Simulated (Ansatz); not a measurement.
# AlH₆NSSi₂: small, medium and large basis sets

Aim: see how fast density functionals converge with the basis set for AlH₆NSSi₂.

Computed with Ansatz 0.2.0, Gaussian basis. Level: one geometry, several basis sets.

Plan: PBE0-D4/def2-SVP; ωB97M-V/def2-SVP; PBE0-D4/def2-QZVPP; ωB97M-V/def2-QZVPP; the functionals' def2-TZVPP values are taken from earlier runs.

**1. The geometry**

An earlier PBE0-D4 in a triple-zeta def2 set relaxation fixed the geometry.

11 atoms, charge 0, spin multiplicity 1.

Atoms are counted from 1 here; the program's logs count them from 0.

Bond lengths: Si1–Si2 2.341 Å, Si1–H6 1.488 Å, Si1–H7 1.488 Å, Si1–H8 1.491 Å, Si2–N3 1.736 Å, Si2–S5 2.161 Å, Si2–H9 1.491 Å, N3–Al4 1.781 Å, N3–H10 1.006 Å, Al4–S5 2.188 Å, Al4–H11 1.571 Å. Angles: Si2–Si1–H6 110.7°, Si2–Si1–H7 109.3°, Si2–Si1–H8 110.8°, H6–Si1–H7 109.1°, H6–Si1–H8 108.2°, H7–Si1–H8 108.5°, Si1–Si2–N3 114.6°, Si1–Si2–S5 110.6°, Si1–Si2–H9 110.6°, N3–Si2–S5 95.6°, N3–Si2–H9 113.9°, S5–Si2–H9 110.7°, Si2–N3–Al4 96.7°, Si2–N3–H10 125.7°, Al4–N3–H10 137.6°, N3–Al4–S5 93.3°, N3–Al4–H11 133.2°, S5–Al4–H11 133.5° and more.

**2. PBE0-D4 in def2-SVP**

File in.yaml:

```yaml
crystal:
  periodic: [false, false, false]
  atoms:
    - {symbol: Si, position_ang: [-1.724931, -0.054024, 1.110298]}
    - {symbol: Si, position_ang: [0.389641, 0.601426, 0.349885]}
    - {symbol: N, position_ang: [1.380447, -0.698098, -0.235007]}
    - {symbol: Al, position_ang: [1.451058, -0.159451, -1.931441]}
    - {symbol: S, position_ang: [0.232609, 1.618024, -1.550666]}
    - {symbol: H, position_ang: [-2.567428, 1.134581, 1.414039]}
    - {symbol: H, position_ang: [-2.393895, -0.871434, 0.062150]}
    - {symbol: H, position_ang: [-1.611891, -0.875204, 2.349721]}
    - {symbol: H, position_ang: [1.063410, 1.469247, 1.358329]}
    - {symbol: H, position_ang: [1.721231, -1.468779, 0.313775]}
    - {symbol: H, position_ang: [2.125248, -0.753289, -3.220483]}
basis:
  gaussian: {orbitals: def2-SVP}
hamiltonian: {xc: pbe0, dispersion: d4}
output: {orbitals: {seedname: orbitals}}
```

Launch:

```console
ansatz run in.yaml --threads 4 --pin off --events-out ev --progress --plain --max-ram 10444MiB
```

The runs that follow: ωB97M-V in def2-SVP; PBE0-D4 in def2-QZVPP; ωB97M-V in def2-QZVPP.

Q: Predict the results of all the runs planned. Wanted: PBE0-D4: double and triple zeta above quadruple; ωB97M-V: double and triple zeta above quadruple.

**Answer**, as computed:

| quantity | value |
| --- | --- |
| PBE0-D4: double and triple zeta above quadruple | 14.72, 1.15 eV |
| ωB97M-V: double and triple zeta above quadruple | 14.71, 1.09 eV |

**Reading.** For PBE0-D4 the step from double to triple zeta gains 13.56 eV and the next only 1.15 eV. These are total energies; as a rule much of such shifts cancels in differences, which this series doesn't test. The LUMO of ωB97M-V is positive and keeps falling with the basis (1.04 to 0.53 eV): an unbound level that the basis holds in place.
